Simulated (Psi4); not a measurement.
# MP2/pcseg-3 (ZORA, density fitting, density fitting for correlation) run of [GeH3]− (SMILES [GeH3-])

What is the electrostatic solvation energy at fixed shape (ddCOSMO, methanol) of [GeH3]− at MP2/pcseg-3 (ZORA, density fitting, density fitting for correlation)? 

The results are computed with Psi4 1.11.

2 further runs of the same task are left out: 1 that didn't finish, 1 set aside as unsound or not needed.

## 1. The structure to begin with

[GeH3]−: 4 atoms, total charge -1, spin state singlet. SMILES: `[GeH3-]`. Geometry: a GFN2-xTB relaxation, a rough one for these elements and not checked as a minimum.

Bond lengths: Ge1–H2 1.750 Å, Ge1–H3 1.752 Å, Ge1–H4 1.758 Å. Angles: H2–Ge1–H3 89.2°, H2–Ge1–H4 89.5°, H3–Ge1–H4 89.4°.

## 2. The energy at MP2/pcseg-3 (ZORA, density fitting, density fitting for correlation)

Input file job.inp:

```
memory 1.6 GB

molecule {
  -1 1
  Ge     0.468920    -0.274960    -0.542070
  H      0.935040     0.154290     1.089240
  H     -0.940860    -1.090590     0.102250
  H     -0.463100     1.211260    -0.649430
  symmetry c1
}

set basis pcseg-3
set freeze_core true
set mp2_type df
set relativistic zora

E = energy('mp2')
```

Command:

```
psi4 -i job.inp -o job.out -n 1
```

job.out:

```text
[...]
  Running in c1 symmetry.
[...]
  Nuclear repulsion =   29.622714488770853
[...]
  Multiplicity = 1
[...]
  Nalpha       = 18
  Nbeta        = 18
[...]
    Number of basis functions: 167
[...]
   @DF-RHF iter   1: -2106.56637030673573   -2.78016e+00   1.65010e-02 DIIS/ADIIS
[...]
   @DF-RHF iter  11: -2108.37914209022165   -9.41327e-11   4.95389e-09 DIIS
[...]
    Orbital Energies [Eh]
    ---------------------
    Doubly Occupied:
       1A   -415.899545     2A    -53.231844     3A    -46.470807
       4A    -46.470799     5A    -46.470174     6A     -7.133492
       7A     -4.959377     8A     -4.959366     9A     -4.956753
      10A     -1.345356    11A     -1.345343    12A     -1.342040
      13A     -1.342019    14A     -1.339836    15A     -0.444620
      16A     -0.187761    17A     -0.187448    18A     -0.100613
[...]
  @DF-RHF Final Energy: -2108.37914209022165
   => Energetics <=
    Nuclear Repulsion Energy =             29.6227144887708533
    One-Electron Energy =               -2999.6293268511058159
    Two-Electron Energy =                 861.6274702721134418
    Total Energy =                      -2108.3791420902216487
[...]
 Multipole Moments:
 ------------------------------------------------------------------------------------
     Multipole            Electronic (a.u.)      Nuclear  (a.u.)        Total (a.u.)
 ------------------------------------------------------------------------------------
 L = 1.  Multiply by 2.5417464519 to convert [e a0] to [Debye]
 Dipole X            :          2.4400213           -1.9196001            0.5204212
 Dipole Y            :         -1.4348163            1.1255934           -0.3092230
 Dipole Z            :         -2.8102368            2.2190413           -0.5911955
 Magnitude           :                                                    0.8461496
[...]
```

Run time: 30 s. Hardware: 1 thread of AMD EPYC 9R45 (Zen 5), shared host; peak memory 0.46 GiB.

## 3. The energy at MP2/pcseg-3 (ZORA, density fitting, density fitting for correlation, ddCOSMO methanol)

Input file run.py:

```python
import psi4

psi4.set_memory('1600 MB')
psi4.set_num_threads(1)
psi4.set_output_file('run.log', False)

mol = psi4.geometry("""
-1 1
Ge     0.468920    -0.274960    -0.542070
H      0.935040     0.154290     1.089240
H     -0.940860    -1.090590     0.102250
H     -0.463100     1.211260    -0.649430
symmetry c1
""")

options = {'basis': 'pcseg-3', 'freeze_core': True, 'mp2_type': 'df', 'relativistic': 'zora', 'ddx': True, 'ddx_model': 'cosmo', 'ddx_solvent': 'methanol', 'ddx_radii_set': 'uff'}
psi4.set_options(options)

E = psi4.energy('mp2')
print(f'total energy {E:.8f} hartree = {E * 27.211386:.5f} eV')
```

Command:

```
python run.py
```

run.log:

```text
[...]
  Running in c1 symmetry.
[...]
  Nuclear repulsion =   29.622714488770853
[...]
  Multiplicity = 1
[...]
  Nalpha       = 18
  Nbeta        = 18
[...]
    Number of basis functions: 167
[...]
   @DF-RHF iter   1: -2106.70210088709155   -2.91570e+00   1.64337e-02 DIIS/ADIIS
[...]
   @DF-RHF iter  12: -2108.47495364119413   -6.27551e-11   7.54419e-09 DIIS
[...]
    Orbital Energies [Eh]
    ---------------------
    Doubly Occupied:
       1A   -416.087321     2A    -53.419687     3A    -46.658602
       4A    -46.658578     5A    -46.657960     6A     -7.321466
       7A     -5.147223     8A     -5.147167     9A     -5.144649
      10A     -1.533262    11A     -1.533178    12A     -1.529971
      13A     -1.529957    14A     -1.527739    15A     -0.635911
      16A     -0.378550    17A     -0.377241    18A     -0.291850
[...]
  @DF-RHF Final Energy: -2108.47495364119413
   => Energetics <=
    Nuclear Repulsion Energy =             29.6227144887708533
    One-Electron Energy =               -2999.7788056530034737
    Two-Electron Energy =                 861.7785131345558511
    DD Solvation Energy =                 -0.0973756115171788
    Total Energy =                      -2108.4749536411941335
[...]
 Multipole Moments:
 ------------------------------------------------------------------------------------
     Multipole            Electronic (a.u.)      Nuclear  (a.u.)        Total (a.u.)
 ------------------------------------------------------------------------------------
 L = 1.  Multiply by 2.5417464519 to convert [e a0] to [Debye]
 Dipole X            :          2.5873979           -1.9196001            0.6677978
 Dipole Y            :         -1.5471265            1.1255934           -0.4215331
 Dipole Z            :         -2.9963620            2.2190413           -0.7773207
 Magnitude           :                                                    1.1080936
[...]
```

On the terminal:

```text
total energy -2108.82761907 hartree = -57384.12235 eV
```

Run time: 38 s. Hardware: 1 thread of AMD EPYC 9R45 (Zen 5), shared host; peak memory 0.43 GiB.

## 4. Outcome

At MP2/pcseg-3 (ZORA, density fitting, density fitting for correlation), 9 core orbitals frozen:

| quantity | value |
| --- | --- |
| gas phase: total energy | -2108.73197 Eh |
| gas phase: HOMO energy (Hartree–Fock orbitals) | -2.74 eV |
| gas phase: LUMO energy (Hartree–Fock orbitals) | 6.01 eV |
| gas phase: HOMO–LUMO gap (to an unbound level, set by the basis) | 8.74 eV |
| gas phase: correlation energy (9 core orbitals frozen) | -352.8 mEh |
| ddCOSMO, methanol: total energy | -2108.82762 Eh |
| ddCOSMO, methanol: HOMO energy (Hartree–Fock orbitals) | -7.94 eV |
| ddCOSMO, methanol: LUMO energy (Hartree–Fock orbitals) | 1.33 eV |
| ddCOSMO, methanol: HOMO–LUMO gap (to an unbound level, set by the basis) | 9.27 eV |
| ddCOSMO, methanol: correlation energy (9 core orbitals frozen) | -352.7 mEh |
| ddCOSMO, methanol: solvent term in the energy | -255.7 kJ/mol |
| energy change from gas to solvent at fixed shape | -2.603 eV |

The solvent model (ddCOSMO, methanol) lowers the energy by 2.60 eV (−60 kcal/mol) at the same shape. It holds the electrostatic part alone, without cavity or dispersion terms. The basis (gas phase) was contracted for non-relativistic atoms, which limits what the relativistic Hamiltonian can do in the core. The basis (ddCOSMO, methanol) was contracted for non-relativistic atoms, which limits what the relativistic Hamiltonian can do in the core.
